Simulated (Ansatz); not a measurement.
**C4H12AuOP: one species, many methods**

Aim: compute C4H12AuOP with functionals from several rungs and with coupled cluster. The yardstick is the atomisation energy at the CCSD(T) limit.

Program: Ansatz 0.2.0, Gaussian basis. Level of theory: functionals in def2-TZVPP, the program's frozen cores in correlated methods. These are calculated values, not measurements.

Levels to be run: LDA (SPW92), PBE-D4, revPBE-D4, BLYP-D4, r2SCAN-D4, B97M-V, PBE0-D4, B3LYP-D4, r2SCANh-D4, r2SCAN0-D4, HSE06-D4, BHLYP-D4, CAM-B3LYP-D4, LC-ωPBE, ωB97X-V, ωB97M-V, B2PLYP, PBE-QIDH; CCSD(T)/def2-SVP; CCSD(T)/def2-TZVPP; MP2/def2-QZVPP; extrapolation to the limit; RPA on PBE.

### 1 The geometry

An earlier PBE0-D4 in a triple-zeta def2 set relaxation fixed the geometry. Au takes the def2 core potential; no spin-orbit term is included.

19 atoms, charge 0, spin multiplicity 1.

Atoms are counted from 1 here; the program's logs count them from 0.

Bond lengths: C1–O2 1.392 Å, C1–H8 1.102 Å, C1–H9 1.102 Å, C1–H10 1.099 Å, O2–Au3 1.975 Å, Au3–P4 2.215 Å, P4–C5 1.816 Å, P4–C6 1.816 Å, P4–C7 1.816 Å, C5–H11 1.091 Å, C5–H12 1.093 Å, C5–H13 1.091 Å, C6–H14 1.093 Å, C6–H15 1.091 Å, C6–H16 1.091 Å, C7–H17 1.091 Å, C7–H18 1.091 Å, C7–H19 1.093 Å. Angles: O2–C1–H8 113.4°, O2–C1–H9 113.4°, O2–C1–H10 108.8°, H8–C1–H9 107.0°, H8–C1–H10 106.9°, H9–C1–H10 106.9°, C1–O2–Au3 121.1°, O2–Au3–P4 177.1°, Au3–P4–C5 114.9°, Au3–P4–C6 114.9°, Au3–P4–C7 115.1°, C5–P4–C6 103.5°, C5–P4–C7 103.4°, C6–P4–C7 103.5°, P4–C5–H11 109.3°, P4–C5–H12 111.2°, P4–C5–H13 109.3°, H11–C5–H12 109.5° and more.

Coordinates:

```xyz
19

C     3.90697   -0.69586    1.28688
O     2.70156   -1.38350    1.39213
Au    1.04043   -0.65855    0.60682
P    -0.87590    0.06416   -0.23618
C    -0.83041    0.45872   -2.00844
C    -2.26219   -1.10096   -0.09577
C    -1.52249    1.58554    0.51652
H     4.23673   -0.54686    0.24600
H     3.88773    0.29712    1.76437
H     4.69221   -1.27742    1.79064
H    -0.54494   -0.43253   -2.56891
H    -1.80253    0.81352   -2.35913
H    -0.07775    1.22770   -2.18808
H    -3.17353   -0.68370   -0.53071
H    -2.00719   -2.02910   -0.60910
H    -2.43525   -1.33154    0.95632
H    -0.78873    2.38471    0.40240
H    -1.68096    1.42085    1.58316
H    -2.46374    1.88771    0.05105
```

### 2 LDA

This LDA is Slater exchange with PW92 correlation.

The input, in.yaml:

```yaml
crystal:
  periodic: [false, false, false]
  atoms:
    - {symbol: C, position_ang: [3.906965, -0.695858, 1.286883]}
    - {symbol: O, position_ang: [2.701563, -1.383503, 1.392132]}
    - {symbol: Au, position_ang: [1.040433, -0.658552, 0.606822]}
    - {symbol: P, position_ang: [-0.875898, 0.064160, -0.236178]}
    - {symbol: C, position_ang: [-0.830411, 0.458720, -2.008441]}
    - {symbol: C, position_ang: [-2.262189, -1.100963, -0.095766]}
    - {symbol: C, position_ang: [-1.522486, 1.585539, 0.516517]}
    - {symbol: H, position_ang: [4.236733, -0.546860, 0.246003]}
    - {symbol: H, position_ang: [3.887727, 0.297119, 1.764371]}
    - {symbol: H, position_ang: [4.692208, -1.277417, 1.790636]}
    - {symbol: H, position_ang: [-0.544936, -0.432529, -2.568907]}
    - {symbol: H, position_ang: [-1.802534, 0.813522, -2.359132]}
    - {symbol: H, position_ang: [-0.077746, 1.227696, -2.188078]}
    - {symbol: H, position_ang: [-3.173534, -0.683703, -0.530712]}
    - {symbol: H, position_ang: [-2.007194, -2.029104, -0.609095]}
    - {symbol: H, position_ang: [-2.435246, -1.331545, 0.956323]}
    - {symbol: H, position_ang: [-0.788728, 2.384710, 0.402401]}
    - {symbol: H, position_ang: [-1.680957, 1.420854, 1.583165]}
    - {symbol: H, position_ang: [-2.463740, 1.887713, 0.051049]}
basis:
  gaussian: {orbitals: def2-TZVPP}
hamiltonian: {xc: lda}
output: {orbitals: {seedname: orbitals}}
```

The run is started by

```
$ ansatz run in.yaml --threads 4 --pin off --events-out ev --progress --plain --max-ram 66560MiB --backend cuda --devices 0, --max-vram 37GiB
```

The runs that follow: PBE-D4 (GGA); revPBE-D4 (GGA); BLYP-D4 (GGA); r2SCAN-D4 (meta-GGA); B97M-V (meta-GGA); PBE0-D4 (hybrid); B3LYP-D4 (hybrid); r2SCANh-D4 (hybrid); r2SCAN0-D4 (hybrid); HSE06-D4 (hybrid); BHLYP-D4 (hybrid); CAM-B3LYP-D4 (range-separated); LC-ωPBE (range-separated); ωB97X-V (range-separated); ωB97M-V (range-separated); B2PLYP (double hybrid); PBE-QIDH (double hybrid); CCSD(T) in def2-SVP; CCSD(T) in def2-TZVPP; MP2 in def2-QZVPP; RPA on PBE orbitals.

**Question.** What will the summary of the whole plan be? Wanted: atomisation energy, CCSD(T)/CBS; farthest beyond LDA; mean size of error, GGA; mean size of error, meta-GGA; mean size of error, hybrid; mean size of error, range-separated; mean size of error, double hybrid; gap, smallest and largest; T1 diagnostic.

As calculated:

```
                               quantity                                                                                       value
        atomisation energy, CCSD(T)/CBS                                                                               6925.1 kJ/mol
 functionals within 34.6 kJ/mol (0.5 %)  r2SCAN-D4, B97M-V, PBE0-D4, B3LYP-D4, r2SCANh-D4, HSE06-D4, CAM-B3LYP-D4, ωB97X-V, ωB97M-V
                    farthest beyond LDA                                                                    BHLYP-D4 (-215.2 kJ/mol)
                mean size of error, GGA                                                                                 64.4 kJ/mol
           mean size of error, meta-GGA                                                                                 17.3 kJ/mol
             mean size of error, hybrid                                                                                 61.6 kJ/mol
    mean size of error, range-separated                                                                                 20.4 kJ/mol
      mean size of error, double hybrid                                                                                 80.8 kJ/mol
              gap, smallest and largest                                                   3.51 eV (LDA (SPW92)), 10.11 eV (LC-ωPBE)
                          T1 diagnostic                                                                                      0.0148
triples share of the correlation energy                                                                                       3.9 %
```

In words: The LDA atomisation energy is off by 976.3 kJ/mol (14 %): it overbinds. PBE-D4 is off by +105.5 kJ/mol. Double hybrids carry the basis error of their MP2 part in triple zeta, and no dispersion term here, so their miss is partly the set-up's. The rungs meta-GGA, range-separated miss on average by less than the doubt on the reference (34.6 kJ/mol), so they tie. The reference freezes the cores and leaves out spin-orbit coupling and excitations past (T), so misses under about 34.6 kJ/mol can't be ranked. All levels share the lack of spin-orbit coupling, which lowers the free heavy atoms and so the true binding. Hartree-Fock recovers 72 % of the binding; the rest is correlation. CCSD(T) in def2-SVP is off by -417.3 kJ/mol, which most functionals beat. The gap grows from 3.5 to 10.1 eV across the functionals, mostly with the share of exact exchange. Correlated methods include outer-core shells of Au, which these sets cover unevenly.
